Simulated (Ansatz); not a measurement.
Working through a comparison of enthalpies under pressure of two structures of Pt

Program: the Ansatz DFT code, driven from Python.

The cells in order, each with its output:

In [1]:
```python
import ansatz as az
import numpy as np
```

In [2]:
```python
def hcp(A, a):
    return (
        az.Lattice.from_parameters(a, a, 1.633 * a, alpha=90, beta=90, gamma=120)
        .space_group(194)
        .atom(A, (1 / 3, 2 / 3, 0.25))
    )


def sc(a_site, a):
    return (
        az.Lattice.cubic(a)
        .space_group(221)
        .atom(a_site, (0, 0, 0))
    )
```

In [3]:
```python
def ground_state(name, crystal, pressure=0.0):
    calc = (
        crystal.calculation()
        .functional('pbesol')
        .basis(470)
        .scf(tolerance=1e-08)
        .kpoints(spacing=0.3)
        .occupations('cold', width=0.05)
    )
    calc = calc.relax(force_tolerance=0.01, cell=True, pressure=pressure)
    return calc.run(threads=1)
```

In [4]:
```python
def volume_per_atom(outcome):
    return abs(np.linalg.det(outcome.lattice.cell_ang)) / len(outcome.lattice.sites)
```

In [5]:
```python
phases = {}
phases['hcp'] = hcp('Pt', 2.77)
phases['sc'] = sc('Pt', 2.55)
```

In [6]:
```python
# enthalpy per atom at each pressure
pressures = [0, 20, 40, 60]
enthalpy, volume = {name: [] for name in phases}, {name: [] for name in phases}
for p in pressures:
    for name, crystal in phases.items():
        o = ground_state(name, crystal, pressure=p)
        volume[name].append(volume_per_atom(o))
        enthalpy[name].append(o.report['energy_sigma0_ev'] / len(o.lattice.sites) + p * volume[name][-1] / 160.21766)
gap = np.array(enthalpy['sc']) - np.array(enthalpy['hcp'])
rows = [(p, va, vb, 1000 * d) for p, va, vb, d in zip(pressures, volume['hcp'], volume['sc'], gap)]
print('   P (GPa)  V hcp (A^3/atom)  V sc (A^3/atom)  H(sc) - H(hcp) (meV/atom)')
for row in rows:
    print(f'{row[0]:10d}  {row[1]:16.3f}  {row[2]:15.3f}  {row[3]:+25.1f}')
crossings = [p0 - g0 * (p1 - p0) / (g1 - g0) for p0, p1, g0, g1 in zip(pressures, pressures[1:], gap, gap[1:]) if g0 * g1 < 0]
print('crossing near', [round(float(p), 1) for p in crossings], 'GPa') if crossings else print('no crossing in this range')
```
```text
DeckWarning: relax.cell: scf.convergence.dr2_threshold = 1e-8 eV is looser than the 2e-10 eV advised for a relaxation that steers and ends on the stress (1e-10 eV for each atom of the cell: 2). What an SCF threshold leaves in a stress goes as its square root, and in the free energy as the threshold itself, and one threshold admits the most on a small cell: of the crystals measured, under no [...]
DeckWarning: relax.cell: scf.convergence.dr2_threshold = 1e-8 eV is looser than the 1e-10 eV advised for a relaxation that steers and ends on the stress (1e-10 eV for each atom of the cell: 1). What an SCF threshold leaves in a stress goes as its square root, and in the free energy as the threshold itself, and one threshold admits the most on a small cell: of the crystals measured, under no [...]
   P (GPa)  V hcp (A^3/atom)  V sc (A^3/atom)  H(sc) - H(hcp) (meV/atom)
         0            15.118           17.364                     +510.5
        20            14.226           16.053                     +763.1
        40            13.580           15.189                     +975.7
        60            13.072           14.543                    +1167.6
no crossing in this range
```

Notes:
- The settings weren't tested for convergence.
- The run is spin-unpolarised.
- At a fixed pressure a relaxation lowers the enthalpy F + PV, while F alone can rise.
- For the metals among these phases the mesh is modest: differences between phases can be off by up to 40 meV an atom.
- Spin-orbit coupling, which matters for elements this heavy, is left out.
- Warnings are shown shortened and without file and line.
- Only these two structures are compared, at zero temperature and with their symmetry kept; either may be hypothetical, and another phase may be lower than both. Differences under about 40 meV an atom lie within the error of mesh and functional.
- The cells are prototypes set up for this calculation and needn't exist.
- Run time: 44 s on 1 thread of Arm Neoverse V2, with other jobs on the host, peak memory 0.38 GiB.
